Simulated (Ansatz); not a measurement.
Crystal: GeW.

```
Ge W
1.0
     0.00000    2.57761    2.57761
     2.57761    0.00000    2.57761
     2.57761    2.57761    0.00000
Ge W
1 1
Direct
  0.50000 0.50000 0.50000
  0.00000 0.00000 0.00000
```

The cell was built by a generator and needn't be a form met in nature.

| Item | Value |
| --- | --- |
| Program | Ansatz 0.2.0 |
| Task | relaxation of cell and atoms |
| Functional | RPBE |
| Dispersion | D3(BJ) |
| Potentials or basis | Ansatz PAW |
| Cutoff | 420 eV (not typed: the program's choice for these potentials) |
| k mesh | 9 × 9 × 9 |
| Occupations | fermi-dirac, width 0.05 eV |
| Spin | no spin polarisation |

At the start: volume 17.13 Å³/atom.

Problem. Where does the relaxation end?

Solution. It ends after 5 steps and the volume is 14.56 Å³/atom (-15.0 %); space group Fm-3m (No. 225, to 0.05 Å).

Step by step:
```csv
step,energy change (eV),largest force (eV/Å),volume (Å³)
1,0.0000,0.0000,34.25
2,-0.5409,0.0000,29.48
3,-0.5441,0.0000,29.01
4,-0.5445,0.0000,29.13
5,-0.5428,0.0000,29.13
```

Final structure:
```
Ge W
1.0
     0.00000    2.44206    2.44206
     2.44206    0.00000    2.44206
     2.44206    2.44206    0.00000
Ge W
1 1
Direct
  0.50000 0.50000 0.50000
  0.00000 0.00000 0.00000
```

Caveat: the plane-wave basis is chosen anew once the cell has moved, so the energies of steps on either side of that aren't comparable; pairwise dispersion overbinds metals, which lowers pressure and volume; the PAW data sets come from PBE, with cores solved anew for the run's functional, which leaves a small shift of forces and pressure.
